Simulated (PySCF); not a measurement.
# C3H8O2Si: the cost of one run

Computed with PySCF 2.14.0, with density-fitted response routines of our own, on a single molecule in the gas phase. Atoms are numbered from 0 throughout.

### Step 1. The starting structure

14 atoms, charge 0, multiplicity 1; geometry from: GFN2-xTB. The atoms were then displaced at random by about 0.01 Å, so the start is not that level's minimum.

Bonds of the start (Å): C0–C1 1.33, C1–O2 1.35, O2–C3 1.43, C3–O4 1.33, O4–Si5 1.63, C0–H6 1.08, C0–H7 1.04, C1–H8 1.08, C3–H9 1.12, C3–H10 1.11, Si5–H11 1.46, Si5–H12 1.46, Si5–H13 1.44.

### Step 2. Relaxing the molecule at PBE0-D3(BJ)/def2-SVP

What the job is given:

```
{"job": {"xc": "PBE0", "basis": "def2-SVP", "d3": "d3bj", "grid": 1, "shake": 0.01, "kind": "geom"}, "charge": 0, "multiplicity": 1}
C     -2.390960    -0.654920     0.569380
C     -1.702010     0.364410     0.074920
O     -0.354630     0.360940     0.097920
C      0.354570     1.500130    -0.391640
O      1.656940     1.246910    -0.448290
Si     2.319830    -0.191820    -0.059180
H     -3.473450    -0.609410     0.526370
H     -1.922110    -1.478850     1.005970
H     -2.150760     1.249800    -0.357100
H      0.130140     2.362960     0.281680
H     -0.056940     1.740070    -1.392720
H      1.854640    -1.253300    -0.942770
H      2.035610    -0.554070     1.324130
H      3.691980     0.182080    -0.296440
```

The run is started by

```
$ OMP_NUM_THREADS=1 python probes_run.py task.json out
```

One launch serves the whole session: the jobs run in the order shown.

Q: Estimate the wall time and peak memory of this first job on 1 thread of Arm Neoverse V1, shared host.

About 3.6 min, with a peak of 0.54 GiB.
